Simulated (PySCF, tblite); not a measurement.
**C4H14GeSSi: geometry, infrared bands and NMR shifts**

Wanted: the infrared bands and NMR shifts of C4H14GeSSi (`C[S][GeH2][CH2]CC[SiH3]`), by calculation.

Programs: tblite 0.8.0 and PySCF 2.14.0, with density-fitted response routines of our own. Each step states its level of theory. These are calculated values for one molecule in the gas phase, unless marked as measured. Atoms are numbered from 0 throughout.

### 1 The starting structure

21 atoms, charge 0, multiplicity 1; geometry from: force field or distance geometry start.

Bonds of the start (Å): C0–S1 1.82, S1–Ge2 2.24, Ge2–C3 1.93, C3–C4 1.50, C4–C5 1.52, C5–Si6 1.89, C0–H7 1.11, C0–H8 1.11, C0–H9 1.12, Ge2–H10 1.55, Ge2–H11 1.56, C3–H12 1.14, C3–H13 1.12, C4–H14 1.13, C4–H15 1.11, C5–H16 1.09, C5–H17 1.12, Si6–H18 1.48, Si6–H19 1.47, Si6–H20 1.45.

### 2 Optimising the geometry with GFN2-xTB

Job settings and geometry (Å):

```
{"job": {"kind": "relax", "xc": "GFN2-xTB", "basis": "xTB"}, "charge": 0, "multiplicity": 1}
C     -4.448200     0.258200     0.084100
S     -3.219400    -0.990100    -0.403400
Ge    -1.186400    -0.102000    -0.072800
C      0.202900    -1.440000    -0.165800
C      1.445800    -0.832300     0.415200
C      1.799400     0.376700    -0.435400
Si     3.371100     1.079300     0.351100
H     -3.984100     0.940600     0.821300
H     -4.744900     0.806800    -0.833000
H     -5.309800    -0.314100     0.525300
H     -1.076700     0.603700     1.299000
H     -0.886500     0.957800    -1.175700
H     -0.104000    -2.383400     0.394500
H      0.318500    -1.690900    -1.249000
H      1.215200    -0.447400     1.449300
H      2.308700    -1.524400     0.436700
H      1.019100     1.139600    -0.454400
H      2.041500    -0.008900    -1.454700
H      4.178800    -0.096100     0.728800
H      2.967800     1.725200     1.607700
H      4.082300     1.958600    -0.560000
```

Started as:

```sh
OMP_NUM_THREADS=1 python probes_run.py task.json out
```

The driver reads the jobs from task.json and runs them one after another.

Output:

```text
step      E/eV     max force
  0    -614.77158    1.913
  1    -614.93120    0.684
  2    -615.00410    0.728
  3    -615.04749    0.677
  4    -615.08752    0.362
  5    -615.10858    0.382
  6    -615.13526    0.486
  7    -615.16615    0.623
  8    -615.19681    0.454
  9    -615.22049    0.346
 10    -615.24044    0.278
 11    -615.25704    0.394
 12    -615.26977    0.376
 13    -615.27932    0.231
 14    -615.28689    0.201
 15    -615.29339    0.164
 16    -615.29911    0.191
 17    -615.30337    0.144
 18    -615.30611    0.125
 19    -615.30807    0.095
 20    -615.30974    0.114
 21    -615.31134    0.099
 22    -615.31295    0.117
 23    -615.31443    0.086
 24    -615.31560    0.062
 25    -615.31645    0.056
 26    -615.31715    0.066
 27    -615.31786    0.060
 28    -615.31861    0.062
 29    -615.31934    0.055
 30    -615.32002    0.070
 31    -615.32068    0.075
 32    -615.32139    0.070
 33    -615.32217    0.068
 34    -615.32298    0.074
 35    -615.32373    0.073
 36    -615.32440    0.055
 37    -615.32502    0.055
 38    -615.32570    0.078
 39    -615.32650    0.082
 40    -615.32736    0.083
 41    -615.32820    0.071
 42    -615.32910    0.084
 43    -615.33028    0.134
 44    -615.33187    0.157
 45    -615.33369    0.128
 46    -615.33520    0.070
 47    -615.33607    0.055
 48    -615.33659    0.049
 49    -615.33712    0.051
 50    -615.33778    0.061
 51    -615.33838    0.052
 52    -615.33900    0.070
 53    -615.33954    0.055
 54    -615.34030    0.037
 55    -615.34062    0.042
 56    -615.34127    0.050
 57    -615.34163    0.043
 58    -615.34192    0.037
 59    -615.34208    0.027
 60    -615.34221    0.027
 61    -615.34234    0.026
 62    -615.34249    0.021
 63    -615.34260    0.022
 64    -615.34269    0.019
 65    -615.34276    0.020
 66    -615.34284    0.023
 67    -615.34294    0.023
 68    -615.34305    0.026
 69    -615.34317    0.027
 70    -615.34330    0.025
 71    -615.34345    0.031
 72    -615.34362    0.040
 73    -615.34378    0.034
 74    -615.34391    0.024
 75    -615.34399    0.022
 76    -615.34406    0.020
 77    -615.34416    0.033
 78    -615.34429    0.039
 79    -615.34439    0.026
 80    -615.34446    0.018
 81    -615.34450    0.017
 82    -615.34455    0.021
 83    -615.34460    0.023
 84    -615.34465    0.017
 85    -615.34470    0.016
 86    -615.34474    0.016
 87    -615.34479    0.024
 88    -615.34485    0.025
 89    -615.34491    0.016
 90    -615.34495    0.014
 91    -615.34498    0.014
 92    -615.34501    0.017
 93    -615.34507    0.021
 94    -615.34513    0.021
 95    -615.34519    0.016
 96    -615.34522    0.016
 97    -615.34526    0.017
 98    -615.34533    0.023
 99    -615.34544    0.028
100    -615.34556    0.030
101    -615.34567    0.022
102    -615.34575    0.018
103    -615.34582    0.019
104    -615.34587    0.016
105    -615.34591    0.014
106    -615.34595    0.017
107    -615.34598    0.017
108    -615.34603    0.024
109    -615.34608    0.023
110    -615.34612    0.014
111    -615.34615    0.011
112    -615.34618    0.013
113    -615.34621    0.017
114    -615.34626    0.019
115    -615.34630    0.015
116    -615.34634    0.013
117    -615.34639    0.020
118    -615.34645    0.028
119    -615.34652    0.028
120    -615.34659    0.017
121    -615.34663    0.014
122    -615.34666    0.017
123    -615.34670    0.022
124    -615.34675    0.025
125    -615.34680    0.018
126    -615.34684    0.013
127    -615.34687    0.013
128    -615.34690    0.016
129    -615.34693    0.017
130    -615.34697    0.011
131    -615.34700    0.010
132    -615.34702    0.014
133    -615.34703    0.015
134    -615.34705    0.011
135    -615.34706    0.008
```

It took 5.2 s on 1 thread of Intel Xeon at 2.50GHz, shared host; peak memory 0.18 GiB.

Relaxation path: (not every step is listed)

| step | energy from step 0 (eV) | largest force (eV/Å) |
| --- | --- | --- |
| 0 | 0.0000 | 1.9125 |
| 1 | -0.1596 | 0.6844 |
| 2 | -0.2325 | 0.7277 |
| 3 | -0.2759 | 0.6772 |
| 4 | -0.3159 | 0.3620 |
| 5 | -0.3370 | 0.3823 |
| 6 | -0.3637 | 0.4865 |
| 7 | -0.3946 | 0.6235 |
| 8 | -0.4252 | 0.4540 |
| 20 | -0.5382 | 0.1145 |
| 32 | -0.5498 | 0.0702 |
| 44 | -0.5603 | 0.1566 |
| 56 | -0.5697 | 0.0497 |
| 68 | -0.5715 | 0.0256 |
| 80 | -0.5729 | 0.0177 |
| 92 | -0.5734 | 0.0166 |
| 104 | -0.5743 | 0.0159 |
| 116 | -0.5748 | 0.0131 |
| 128 | -0.5753 | 0.0158 |
| 130 | -0.5754 | 0.0112 |
| 131 | -0.5754 | 0.0103 |
| 132 | -0.5754 | 0.0145 |
| 133 | -0.5755 | 0.0153 |
| 134 | -0.5755 | 0.0112 |
| 135 | -0.5755 | 0.0084 |

Close pairs (by a distance rule), those that changed most:

| bond | before (Å) | after (Å) | change (Å) |
| --- | --- | --- | --- |
| Ge2–C3 | 1.931 | 1.987 | +0.056 |
| C3–H12 | 1.139 | 1.092 | -0.047 |
| C0–H9 | 1.125 | 1.085 | -0.040 |
| Ge2–H11 | 1.559 | 1.523 | -0.036 |
| C4–H14 | 1.127 | 1.093 | -0.034 |
| C3–H13 | 1.118 | 1.092 | -0.026 |
| S1–Ge2 | 2.243 | 2.218 | -0.025 |
| C5–H17 | 1.116 | 1.092 | -0.024 |

The end geometry stands in the next job.

### 3 Harmonic vibrations with GFN2-xTB

Job settings and geometry (Å):

```
{"job": {"kind": "ir", "xc": "GFN2-xTB", "basis": "xTB"}, "charge": 0, "multiplicity": 1}
C     -4.446341     0.217432     0.055323
S     -3.291908    -1.195548     0.053833
Ge    -1.372966    -0.093110    -0.098331
C      0.133827    -1.387019    -0.145953
C      1.429200    -0.837141     0.440155
C      1.948880     0.367482    -0.334235
Si     3.578921     1.057215     0.359275
H     -4.255793     0.851467     0.916545
H     -4.338569     0.784840    -0.864707
H     -5.444023    -0.203642     0.117882
H     -1.286596     0.864427     1.082723
H     -1.458728     0.813931    -1.318698
H     -0.175455    -2.279147     0.403459
H      0.293552    -1.690994    -1.182567
H      1.258415    -0.550838     1.481301
H      2.185322    -1.627639     0.438228
H      1.182766     1.148956    -0.316472
H      2.076745     0.086979    -1.382063
H      4.601082     0.009045     0.318334
H      3.371771     1.485820     1.743979
H      4.000976     2.194429    -0.459078
```

Output:

```text
mode    cm-1     km/mol
  1      22.9      0.28
  2      47.0      2.75
  3      50.0      2.91
  4      68.7      0.32
  5      99.9      0.28
  6     106.1      0.03
  7     127.2      0.20
  8     173.7      1.26
  9     197.7      0.41
 10     200.3      0.34
 11     370.8      5.49
 12     387.5     46.07
 13     416.6     55.73
 14     511.8     41.34
 15     535.8     51.81
 16     555.5     26.16
 17     590.9     11.64
 18     660.6    460.63
 19     713.7      4.14
 20     721.1     68.13
 21     744.6      0.21
 22     781.2    307.50
 23     784.7    253.07
 24     788.1    186.74
 25     818.7    115.95
 26     844.8    243.07
 27     928.4     37.81
 28     944.5      0.16
 29     952.3     11.68
 30     994.0     12.44
 31    1062.5      1.65
 32    1110.6     21.61
 33    1158.2     11.67
 34    1249.6      7.26
 35    1250.1      9.80
 36    1286.1      0.20
 37    1319.7      2.15
 38    1350.5     10.89
 39    1448.5      4.04
 40    1449.0      1.21
 41    1455.0      8.36
 42    1477.0      0.63
 43    1494.6      0.47
 44    1809.5    239.69
 45    1868.3    517.93
 46    2257.3    369.21
 47    2261.9    237.81
 48    2269.9    285.93
 49    2930.8     20.01
 50    2943.6     25.58
 51    2945.6    102.81
 52    2957.6     35.58
 53    2962.4     29.30
 54    2969.0     62.87
 55    3016.6      4.95
 56    3020.7     10.53
 57    3057.9      3.99
```

It took 3.7 s on 1 thread of Intel Xeon at 2.50GHz, shared host; peak memory 0.18 GiB.

Which atoms move in the most intense modes:

```
cm⁻¹  km/mol                         atoms
 661   460.6            H10 56 %, H11 34 %
 781   307.5  H20 32 %, H18 30 %, H19 22 %
 785   253.1  H20 39 %, H19 26 %, H18 15 %
 845   243.1            H11 49 %, H10 47 %
1810   239.7            H11 52 %, H10 47 %
1868   517.9            H10 51 %, H11 47 %
2257   369.2            H18 84 %, H19 12 %
2270   285.9                      H20 96 %
```

### 4 Shielding tensors: PBE0/pcSseg-1

Settings changed since step 3:

```diff
@@ -1,2 +1,2 @@
-{"job": {"kind": "ir", "xc": "GFN2-xTB", "basis": "xTB"}, "charge": 0, "multiplicity": 1}
+{"job": {"kind": "nmr", "xc": "PBE0", "basis": "pcSseg-1"}, "charge": 0, "multiplicity": 1}
 C     -4.446341     0.217432     0.055323
```

Method: GIAO PBE0/pcSseg-1 NMR shielding, non-relativistic, gas phase.

Output:

```text
coarse grid: 75472 points
cycle   1  E = -2924.4727044983  dE = -3.961e-01  |g| = 9.337e-01  |ddm| = 4.045e+00
cycle   2  E = -2924.4308051147  dE =  4.190e-02  |g| = 9.983e-01  |ddm| = 1.204e+00
cycle   3  E = -2924.5560407071  dE = -1.252e-01  |g| = 9.786e-02  |ddm| = 7.857e-01
cycle   4  E = -2924.5579610870  dE = -1.920e-03  |g| = 2.665e-02  |ddm| = 1.252e-01
cycle   5  E = -2924.5581501061  dE = -1.890e-04  |g| = 5.423e-03  |ddm| = 3.114e-02
cycle   6  E = -2924.5581559817  dE = -5.876e-06  |g| = 1.859e-03  |ddm| = 6.435e-03
final grid: 156752 points
cycle   7  E = -2924.5581303316  dE =  4.883e-07  |g| = 2.359e-03  |ddm| = 5.268e-03
cycle   8  E = -2924.5581291494  dE =  1.182e-06  |g| = 3.234e-03  |ddm| = 6.104e-03
cycle   9  E = -2924.5581318901  dE = -2.741e-06  |g| = 1.929e-04  |ddm| = 3.349e-03
cycle  10  E = -2924.5581318983  dE = -8.151e-09  |g| = 2.420e-05  |ddm| = 2.007e-04
cycle  11  E = -2924.5581318984  dE = -1.228e-10  |g| = 3.763e-06  |ddm| = 2.581e-05
converged SCF energy = -2924.5581318984

GIAO shielding tensors (ppm)
atom      isotropic    diamagn.    paramagn.     s11        s22        s33       span
  0 C      170.513     249.971     -79.459    159.334    161.481    190.724     31.390
  1 S      716.570    1059.327    -342.757    594.626    634.345    920.740    326.113
  2 Ge    1388.476    2759.042   -1370.566   1289.132   1331.981   1544.315    255.182
  3 C      164.422     251.264     -86.842    145.263    158.838    189.164     43.902
  4 C      158.896     249.999     -91.103    149.900    156.734    170.054     20.153
  5 C      172.624     253.615     -80.991    163.729    165.789    188.353     24.624
  6 Si     420.006     878.878    -458.872    391.965    399.528    468.524     76.559
  7 H       29.698      29.835      -0.138     23.747     27.863     37.484     13.737
  8 H       29.721      29.608       0.113     23.835     27.816     37.513     13.678
  9 H       29.628      26.915       2.713     23.546     26.277     39.062     15.516
 10 H       27.063      31.868      -4.805     19.715     24.284     37.190     17.475
 11 H       26.755      31.664      -4.909     19.364     23.747     37.153     17.790
 12 H       30.135      31.719      -1.584     23.218     30.515     36.674     13.456
 13 H       30.263      32.481      -2.217     25.228     29.752     35.810     10.581
 14 H       30.182      33.614      -3.432     25.092     30.700     34.755      9.662
 15 H       29.870      31.819      -1.949     23.519     29.670     36.421     12.902
 16 H       31.186      34.265      -3.078     24.714     32.880     35.965     11.251
 17 H       31.097      32.477      -1.380     26.237     30.761     36.294     10.057
 18 H       27.966      27.937       0.028     24.428     26.160     33.310      8.882
 19 H       27.978      28.193      -0.215     24.333     26.676     32.924      8.591
 20 H       27.798      27.709       0.089     24.201     25.501     33.691      9.490
```

Wall time 4.8 min (1 thread of Intel Xeon at 2.50GHz, shared host); peak memory 1.1 GiB.

The references, computed at this level on geometries of the same kind, shield at (ppm): 1H TMS 31.72, 13C TMS 186.9, 29Si TMS 349.2, 33S CS2 504, 73Ge GeMe4 1331. Their shielding less the atom's gives the shift. The references are single molecules in the gas phase. Atoms listed in one row are averaged.

| atoms | environment | σ (ppm) | δ (ppm) |
| --- | --- | --- | --- |
| C4 | sp3 CH2 | 158.9 | 28.0 |
| C3 | sp3 CH2 bonded to Ge | 164.4 | 22.5 |
| C0 | methyl carbon bonded to S | 170.5 | 16.4 |
| C5 | sp3 CH2 bonded to Si | 172.6 | 14.3 |
| H10, H11 | hydrogen on a germanium bonded to C, S | 26.91 | 4.81 |
| H18, H19, H20 | hydrogen on a silicon bonded to C | 27.91 | 3.80 |
| H7, H8, H9 | hydrogen on a methyl carbon bonded to S | 29.68 | 2.03 |
| H14, H15 | hydrogen on an sp3 CH2 | 30.03 | 1.69 |
| H12, H13 | hydrogen on an sp3 CH2 bonded to Ge | 30.20 | 1.52 |
| H16, H17 | hydrogen on an sp3 CH2 bonded to Si | 31.14 | 0.58 |
| S1 | sulfur bonded to C, Ge | 717 | -213 |
| Ge2 | germanium bonded to C, S, 2 H | 1388 | -58 |
| Si6 | silicon bonded to C, 3 H | 420.0 | -70.8 |

Charges from the same density, by scheme (e):

| atoms | Mulliken | IAO | Hirshfeld | ESP fit |
| --- | --- | --- | --- | --- |
| C0 | -0.38 | -0.49 | -0.12 | -0.45 |
| S1 | -0.25 | -0.17 | -0.12 | -0.25 |
| Ge2 | 0.29 | 0.55 | 0.31 | 0.27 |
| C3 | -0.45 | -0.48 | -0.14 | -0.37 |
| C4 | -0.24 | -0.24 | -0.07 | 0.08 |
| C5 | -0.55 | -0.53 | -0.15 | -0.17 |
| Si6 | 0.51 | 0.60 | 0.32 | 0.32 |

Mayer bond orders: C0–S1 0.98, S1–Ge2 1.02, Ge2–C3 0.96, C3–C4 1.04, C4–C5 1.02, C5–Si6 0.92.

Orbitals, density, ELF and potential are computed afterwards from the orbital file.

Frontier orbitals at PBE0/pcSseg-1, with the share of their density that lies nearest to each atom:

```
orbital  energy (eV)                                          lies on
   HOMO        -6.63                                          S1 80 %
   LUMO         0.24  S1 19 %; Ge2 13 %; H10, H11, H16 about 9 % each
```

ELF in a plane through or near 10 of the atoms.

Ten even steps from ' ' (0.00) to '@' (1.00):
```
                                                        
                                                        
                                                        
            ..                                          
          --**++..                                      
          ++%%##--                                      
          ==%%**--::  **%%    ::::      ::::..          
          ::--::  ==--%%@@....++++::  ..++**::..        
        ..**::%%++%%**####  ::::::::  ..++::**@@##      
        **@@@@....@@**++::  ::--++..----**++@@@@@@..    
      ..@@@@@@@@--==##%%==::++--**::%%==%%**%%@@@@      
        @@@@@@%%  ..**..++##%%--..++##++::==::%%**      
        --@@@@..  ##@@++%%==++**::==++++--**            
          --::  ..@@@@%%++++%%++  ..**##%%##..          
                ..@@@@++  ##@@%%    --####++..          
                  **##    **@@%%    ..--==::            
                          ..++::                        
                                                        
                                                        
                                                        
```
The map spans 16.1 Å across and 9.7 Å up, centred on the molecule. Atoms in the plane (x, y in Å): C0 (4.4, 0.5), S1 (3.4, -1.0), Ge2 (1.4, 0.0), C3 (0.0, -1.4), C4 (-1.4, -0.9), Si6 (-3.6, 0.9), H9 (5.4, 0.1), H12 (0.3, -2.3), H15 (-2.1, -1.7), H18 (-4.6, -0.3).

On the surface of density 0.002 e/bohr³ the electrostatic potential runs, from the 1st to the 99th percentile, from -1.08 V near S1 to 0.87 V near H20.

### 5 What came out

```
                                                              quantity                                   value
                             strongest single infrared mode (GFN2-xTB)                   1868 cm⁻¹, 518 km/mol
                                          zero-point energy (GFN2-xTB)                           99.4 kcal/mol
                                13C shifts against TMS (PBE0/pcSseg-1)              28.0, 22.5, 16.4, 14.3 ppm
1H shifts against TMS (PBE0/pcSseg-1, means over atoms taken as alike)  4.81, 3.80, 2.03, 1.69, 1.52, 0.58 ppm
                                33S shifts against CS2 (PBE0/pcSseg-1)                                -213 ppm
                             73Ge shifts against GeMe4 (PBE0/pcSseg-1)                                 -58 ppm
                               29Si shifts against TMS (PBE0/pcSseg-1)                               -70.8 ppm
                                 surface potential, 1st and 99th percentile                      -1.08 V and 0.87 V
```

**Reading.** Relaxing lowered the energy by 0.575 eV in 135 steps; the close pair that moved most is Ge2–C3, from 1.931 to 1.987 Å. No mode is imaginary among the 57: a minimum at this level. The strongest single mode, at 1868 cm⁻¹, moves mainly H10 and H11. GFN2-xTB is a fitted tight-binding method: band positions and strengths are rough. Its intensities can rank the bands wrongly. At PBE0/pcSseg-1: The largest span, 326 ppm, is at S1, where the paramagnetic term is -343 ppm. Spin-orbit coupling is left out, which matters for shieldings and couplings at and beside the heavy atoms.
